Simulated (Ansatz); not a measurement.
The system is SbAs.

```
Sb As
1.0
     2.03271    1.17359    3.71659
    -2.03271    1.17359    3.71659
     0.00000   -2.34718    3.71659
Sb As
1 1
Direct
  0.77090 0.77090 0.77090
  0.22910 0.22910 0.22910
```

The cell is a database's computed one.

```yaml
Program: Ansatz 0.2.0
Task: relaxation of cell and atoms
Functional: RPBE
Dispersion: D4
Potentials_or_basis: all-electron LAPW, scalar-relativistic
Basis_error_allowed: 0.001 eV/atom
k_mesh: 8 × 8 × 8
Occupations: fermi-dirac, width 0.05 eV
Spin: no spin polarisation
```

At the start: volume 26.60 Å³/atom.

Question: How do energy, volume and symmetry change on relaxing?

Answer: Over 8 steps the energy falls by 40.9 meV/atom and the volume is 24.09 Å³/atom (-9.4 %); space group R3m (No. 160, to 0.05 Å).

Step by step:
| step | energy change (eV) | largest force (eV/Å) | volume (Å³) |
| --- | --- | --- | --- |
| 1 | 0.0000 | 0.2479 | 53.20 |
| 2 | -0.0599 | 0.1204 | 47.00 |
| 3 | -0.0786 | 0.0238 | 48.35 |
| 4 | -0.0813 | 0.0053 | 48.12 |
| 5 | -0.0816 | 0.0011 | 48.18 |
| 6 | -0.0817 | 0.0157 | 48.18 |
| 7 | -0.0817 | 0.0014 | 48.18 |
| 8 | -0.0818 | 0.0014 | 48.18 |

Final structure:
```
Sb As
1.0
     2.01503    1.16338    3.42512
    -2.01503    1.16338    3.42512
     0.00000   -2.32676    3.42512
Sb As
1 1
Direct
  0.76383 0.76383 0.76383
  0.23617 0.23617 0.23617
```
